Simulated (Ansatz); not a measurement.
# CH₆SeSn: a ladder of functionals and wavefunction methods

How much do the methods differ for CH₆SeSn? The plan is to run it at one geometry with functionals of several rungs and with coupled cluster, and see how far each lands from CCSD(T) at the basis-set limit for the atomisation energy.

Computed with Ansatz 0.2.0, Gaussian basis. Level: functionals in def2-TZVPP, the program's frozen cores in correlated methods.

Levels to be run: LDA (SPW92), PBE-D4, revPBE-D4, BLYP-D4, r2SCAN-D4, B97M-V, PBE0-D4, B3LYP-D4, r2SCANh-D4, r2SCAN0-D4, HSE06-D4, BHLYP-D4, CAM-B3LYP-D4, LC-ωPBE, ωB97X-V, ωB97M-V, B2PLYP, PBE-QIDH; CCSD(T)/def2-SVP; CCSD(T)/def2-TZVPP; MP2/def2-QZVPP; extrapolation to the limit; RPA on PBE.

### 1 The geometry

All runs share one geometry, relaxed beforehand with PBE0-D4 in a triple-zeta def2 set. Sn takes the def2 core potential; no spin-orbit term is included.

SMILES `[CH3][SnH2][SeH]`, 9 atoms, charge 0, spin multiplicity 1.

Atoms are counted from 1 here; the program's logs count them from 0.

Bond lengths: C1–Sn2 2.136 Å, C1–H4 1.089 Å, C1–H5 1.090 Å, C1–H6 1.091 Å, Sn2–Se3 2.540 Å, Sn2–H7 1.710 Å, Sn2–H8 1.707 Å, Se3–H9 1.469 Å. Angles: Sn2–C1–H4 109.4°, Sn2–C1–H5 109.6°, Sn2–C1–H6 110.1°, H4–C1–H5 109.2°, H4–C1–H6 109.5°, H5–C1–H6 109.2°, C1–Sn2–Se3 109.5°, C1–Sn2–H7 111.1°, C1–Sn2–H8 112.0°, Se3–Sn2–H7 109.1°, Se3–Sn2–H8 104.3°, H7–Sn2–H8 110.6°, Sn2–Se3–H9 92.1°.

### 2 LDA

This LDA is Slater exchange with PW92 correlation.

in.yaml

```yaml
crystal:
  periodic: [false, false, false]
  atoms:
    - {symbol: C, position_ang: [-0.174508, 1.157506, -0.743702]}
    - {symbol: Sn, position_ang: [0.300464, -0.850077, -0.190708]}
    - {symbol: Se, position_ang: [0.644361, -0.976603, 2.322390]}
    - {symbol: H, position_ang: [0.629104, 1.819821, -0.423676]}
    - {symbol: H, position_ang: [-1.102039, 1.460198, -0.258215]}
    - {symbol: H, position_ang: [-0.295940, 1.229199, -1.825294]}
    - {symbol: H, position_ang: [-0.953035, -1.923562, -0.638004]}
    - {symbol: H, position_ang: [1.791372, -1.359519, -0.847844]}
    - {symbol: H, position_ang: [-0.751380, -0.603163, 2.587854]}
basis:
  gaussian: {orbitals: def2-TZVPP}
hamiltonian: {xc: lda}
output: {orbitals: {seedname: orbitals}}
```

Further steps of the session: PBE-D4 (GGA); revPBE-D4 (GGA); BLYP-D4 (GGA); r2SCAN-D4 (meta-GGA); B97M-V (meta-GGA); PBE0-D4 (hybrid); B3LYP-D4 (hybrid); r2SCANh-D4 (hybrid); r2SCAN0-D4 (hybrid); HSE06-D4 (hybrid); BHLYP-D4 (hybrid); CAM-B3LYP-D4 (range-separated); LC-ωPBE-D4 (range-separated); ωB97X-V (range-separated); ωB97M-V (range-separated); B2PLYP (double hybrid); PBE-QIDH (double hybrid); CCSD(T) in def2-SVP; CCSD(T) in def2-TZVPP; MP2 in def2-QZVPP; RPA on PBE orbitals.

Before running them: what should the planned runs give, taken together? Wanted: atomisation energy, CCSD(T)/CBS; farthest beyond LDA; mean size of error, GGA; mean size of error, meta-GGA; mean size of error, hybrid; mean size of error, range-separated; mean size of error, double hybrid; gap, smallest and largest; T1 diagnostic.

As calculated:

```
                               quantity                                      value
        atomisation energy, CCSD(T)/CBS                             638.2 kcal/mol
functionals within 6.4 kcal/mol (1.0 %)                    PBE-D4, B97M-V, ωB97X-V
                    farthest beyond LDA                  BHLYP-D4 (-19.7 kcal/mol)
                mean size of error, GGA                              13.2 kcal/mol
           mean size of error, meta-GGA                               3.8 kcal/mol
             mean size of error, hybrid                              12.0 kcal/mol
    mean size of error, range-separated                               8.7 kcal/mol
      mean size of error, double hybrid                              15.2 kcal/mol
              gap, smallest and largest  4.23 eV (LDA (SPW92)), 10.97 eV (LC-ωPBE)
                          T1 diagnostic                                     0.0106
triples share of the correlation energy                                      3.3 %
```

LDA overbinds by 75.9 kcal/mol (12 %). PBE-D4 is off by -5.7 kcal/mol. Double hybrids carry the basis error of their MP2 part in triple zeta, and no dispersion term here, so their miss is partly the set-up's. By mean error the best rung here is meta-GGA (3.8 kcal/mol) and the worst beyond LDA is double hybrid (15.2 kcal/mol). Misses under about 6.4 kcal/mol are within the doubt on the reference itself, which lacks core-valence correlation, spin-orbit coupling and higher excitations, and its outer-core shells are covered unevenly. All levels share the lack of spin-orbit coupling, which lowers the free heavy atoms and so the true binding. Hartree-Fock recovers 72 % of the binding; the rest is correlation. CCSD(T) in def2-SVP is off by -45.8 kcal/mol, more than most functionals: a good method in a small basis is no reference. The gap grows from 4.2 to 11.0 eV across the functionals, mostly with the share of exact exchange. Correlated methods include outer-core shells of Se, Sn, which these sets cover unevenly.
